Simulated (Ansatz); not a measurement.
**C2H3AlO: functionals against CCSD(T) at one geometry**

The task here is to estimate one member of a computed series from the others.

Method: single points in def2-TZVPP; program: Ansatz 0.2.0, Gaussian basis.

Correlated methods freeze the cores.

### Starting geometry

7 atoms, charge 0, spin multiplicity 1.

Atoms are counted from 1 here; the program's logs count them from 0.

Bond lengths: O1–C2 1.406 Å, O1–H5 0.972 Å, C2–C3 1.298 Å, C2–Al4 2.004 Å, C3–Al4 1.980 Å, C3–H6 1.121 Å, Al4–H7 1.550 Å. Angles: C2–O1–H5 108.3°, O1–C2–C3 129.5°, O1–C2–Al4 159.6°, C3–C2–Al4 70.0°, C2–C3–Al4 72.0°, C2–C3–H6 127.2°, Al4–C3–H6 160.5°, C2–Al4–C3 38.0°, C2–Al4–H7 163.6°, C3–Al4–H7 158.4°.

As a file:

```csv
atom,x (Å),y (Å),z (Å)
O1,-1.8211,0.2385,-0.3935
C2,-0.4270,0.0949,-0.2851
C3,0.2795,-0.3868,0.6911
Al4,1.5242,0.3821,-0.6426
H5,-2.2348,-0.2358,0.3476
H6,-0.1009,-0.8440,1.6412
H7,2.8732,0.7921,-1.2864
```

Set-up of the first run:

File run/in.yaml:

```yaml
crystal:
  periodic: [false, false, false]
  atoms:
    - {symbol: O, position_ang: [-1.821100, 0.238500, -0.393500]}
    - {symbol: C, position_ang: [-0.427000, 0.094900, -0.285100]}
    - {symbol: C, position_ang: [0.279500, -0.386800, 0.691100]}
    - {symbol: Al, position_ang: [1.524200, 0.382100, -0.642600]}
    - {symbol: H, position_ang: [-2.234800, -0.235800, 0.347600]}
    - {symbol: H, position_ang: [-0.100900, -0.844000, 1.641200]}
    - {symbol: H, position_ang: [2.873200, 0.792100, -1.286400]}
basis:
  gaussian: {orbitals: def2-TZVPP}
correlation: {method: ccsd_t}
output: {forces: true}
```

No record of the launch command was kept for these runs.

Steps of the session up to this table: CCSD(T)/def2-TZVPP; PBE0-D4/def2-TZVPP; wB97M-V/def2-TZVPP; r2SCAN-D4/def2-TZVPP; PBE-D4/def2-TZVPP; HSE06-D4/def2-TZVPP; CAM-B3LYP-D4/def2-TZVPP.

One table of the session follows, with a row left open; its other results are not shown here.

```
      method  RMS force component (eV/Å)  angle to CCSD(T) forces (°)  dipole (D)
     CCSD(T)                       1.616                    reference        1.80
     PBE0-D4                       1.534                          8.9        1.77
     wB97M-V                       1.500                          7.6        1.92
   r2SCAN-D4                           ?                            ?           ?
      PBE-D4                       1.537                          7.8        1.51
    HSE06-D4                       1.534                          8.8        1.76
CAM-B3LYP-D4                       1.466                         11.2        1.96
```

**Question.** Estimate the row for r2SCAN-D4.

**Answer.** RMS force component (eV/Å): 1.507; angle to CCSD(T) forces (°): 6.6; dipole (D): 1.62. In the column «RMS force component (eV/Å)» it lies between wB97M-V (1.500) and PBE0-D4 (1.534).
